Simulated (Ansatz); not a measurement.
# BaCr2F6: the cost of one run

Method: DFT PBE, scalar-relativistic, plane waves, PAW, in Ansatz 0.2.0.

**1. Starting point**

The structure is tetragonal, space group P4/mmm (No. 123). Conventional cell: a = 4.034 Å, b = 4.034 Å, c = 8.068 Å, α = 90.00°, β = 90.00°, γ = 90.00°. Ba (site symmetry 4/mmm) is surrounded by 12 F at 2.85 Å. Around Cr (site symmetry 4mm) lie 6 F at 2.02 Å. F (site symmetry 2mm) has 2 Cr at 2.02 Å and 2 Ba at 2.85 Å as nearest neighbours. F (site symmetry 4/mmm) is surrounded by 2 Cr at 2.02 Å and 4 Ba at 2.85 Å. F (site symmetry 4/mmm) has 2 Cr at 2.02 Å as nearest neighbours.

Coordinates:

```cif
data_structure
_symmetry_space_group_name_H-M 'P 1'
_symmetry_Int_Tables_number 1
_cell_length_a 4.0339
_cell_length_b 4.0339
_cell_length_c 8.0678
_cell_angle_alpha 90.000
_cell_angle_beta 90.000
_cell_angle_gamma 90.000
_cell_volume 131.28
loop_
_atom_site_label
_atom_site_type_symbol
_atom_site_fract_x
_atom_site_fract_y
_atom_site_fract_z
_atom_site_occupancy
Ba1 Ba 0.50000 0.50000 0.00000 1
Cr1 Cr 0.00000 0.00000 0.75000 1
Cr2 Cr 0.00000 0.00000 0.25000 1
F1 F 0.50000 0.00000 0.75000 1
F2 F 0.50000 0.00000 0.25000 1
F3 F 0.00000 0.50000 0.75000 1
F4 F 0.00000 0.50000 0.25000 1
F5 F 0.00000 0.00000 0.00000 1
F6 F 0.00000 0.00000 0.50000 1
```

Recipe of the guess: ordered vacancies on the A sites of perovskite (P4/mmm, No. 123). The dimensions are guesses.

**2. A first look at the guess**

input.yaml reads:

```yaml
crystal:
  lattice:
    - [4.03389191, 0.0, 0.0]
    - [0.0, 4.03389191, 0.0]
    - [0.0, 0.0, 8.06778381]
  atoms:
    - { symbol: Ba, position: [0.5, 0.5, 0.0] }
    - { symbol: Cr, position: [0.0, 0.0, 0.75], spin: 3.0 }
    - { symbol: Cr, position: [0.0, 0.0, 0.25], spin: 3.0 }
    - { symbol: F, position: [0.5, 0.0, 0.75] }
    - { symbol: F, position: [0.5, 0.0, 0.25] }
    - { symbol: F, position: [0.0, 0.5, 0.75] }
    - { symbol: F, position: [0.0, 0.5, 0.25] }
    - { symbol: F, position: [0.0, 0.0, 0.0] }
    - { symbol: F, position: [0.0, 0.0, 0.5] }
basis:
  ecutwfc: 420
kpoints:
  mp_grid: { grid: [4, 4, 2] }
hamiltonian:
  xc: pbe
scf:
  occupations: { method: gaussian, width: 0.1 }
  lower_state_search: "off"
output:
  forces: true
  stress: true
  eigenvalues: true
  populations: true
magnetization:
  spin_polarized: true
```

Started as:

```console
ansatz run input.yaml --threads 1 --pin off --max-ram 2560MiB --backend cpu --events-out ev --progress --plain --runs-dir out
```

What time and memory should one allow on 1 thread of Intel Xeon Platinum 8488C (Sapphire Rapids), shared host?

About 16 s, with a peak of 0.52 GiB.
